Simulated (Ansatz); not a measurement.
# CH5GeNO2: basis-set convergence

An exercise on one series of results from a longer session: the logs are not shown, and one member is left open.

Method: one geometry, several basis sets; program: Ansatz 0.2.0, Gaussian basis.

The runs, in order: PBE0-D4/def2-SVP; ωB97M-V/def2-SVP; PBE0-D4/def2-QZVPP; ωB97M-V/def2-QZVPP; the functionals' def2-TZVPP values are taken from earlier runs.

### The relaxed structure

The geometry comes from an earlier relaxation with PBE0-D4 in a triple-zeta def2 set; it is a stationary point, not always the lowest conformer.

SMILES `[NH2][Ge]1([OH])[CH2][O]1`, 10 atoms, charge 0, spin multiplicity 1.

Atoms are counted from 1 here; the program's logs count them from 0.

Bond lengths: N1–Ge2 1.800 Å, N1–H6 1.008 Å, N1–H7 1.010 Å, Ge2–O3 1.762 Å, Ge2–C4 1.882 Å, Ge2–O5 1.808 Å, O3–H8 0.961 Å, C4–O5 1.466 Å, C4–H9 1.090 Å, C4–H10 1.090 Å. Angles: Ge2–N1–H6 116.7°, Ge2–N1–H7 113.6°, H6–N1–H7 111.0°, N1–Ge2–O3 105.3°, N1–Ge2–C4 129.3°, N1–Ge2–O5 119.3°, O3–Ge2–C4 125.2°, O3–Ge2–O5 112.9°, C4–Ge2–O5 46.8°, Ge2–O3–H8 111.1°, Ge2–C4–O5 63.9°, Ge2–C4–H9 121.2°, Ge2–C4–H10 121.0°, O5–C4–H9 114.1°, O5–C4–H10 114.4°, H9–C4–H10 112.4°, Ge2–O5–C4 69.3°.

The first run:

in.yaml

```yaml
crystal:
  periodic: [false, false, false]
  atoms:
    - {symbol: N, position_ang: [-1.702461, -0.711816, -0.342138]}
    - {symbol: Ge, position_ang: [0.011915, -0.258747, -0.030629]}
    - {symbol: O, position_ang: [0.898882, -1.780757, -0.007561]}
    - {symbol: C, position_ang: [0.785351, 1.450703, 0.116508]}
    - {symbol: O, position_ang: [0.405296, 0.805119, 1.376812]}
    - {symbol: H, position_ang: [-2.231220, -0.098272, -0.942265]}
    - {symbol: H, position_ang: [-1.822808, -1.676639, -0.614629]}
    - {symbol: H, position_ang: [1.665005, -1.726496, 0.570604]}
    - {symbol: H, position_ang: [0.214556, 2.351057, -0.112873]}
    - {symbol: H, position_ang: [1.858682, 1.594650, -0.010629]}
basis:
  gaussian: {orbitals: def2-SVP}
hamiltonian: {xc: pbe0, dispersion: d4}
output: {orbitals: {seedname: orbitals}}
```

Steps of the session up to this table: PBE0-D4 in def2-SVP; ωB97M-V in def2-SVP; PBE0-D4 in def2-QZVPP; ωB97M-V in def2-QZVPP.

One of the session's tables, all rows but one given; the rest of the session is left out.

It belongs to the step «Functionals by basis». 

| functional | basis | HOMO (eV) | LUMO (eV) |
| --- | --- | --- | --- |
| PBE0-D4 | def2-SVP | ? | ? |
| PBE0-D4 | def2-TZVPP | -6.80 | -0.41 |
| PBE0-D4 | def2-QZVPP | -6.86 | -0.59 |
| ωB97M-V | def2-SVP | -8.85 | 1.78 |
| ωB97M-V | def2-TZVPP | -9.03 | 1.35 |
| ωB97M-V | def2-QZVPP | -9.10 | 0.99 |

**Question.** Estimate the row for PBE0-D4, def2-SVP.

As computed: HOMO (eV): -6.63; LUMO (eV): -0.12. In the column «HOMO (eV)» it is the highest.
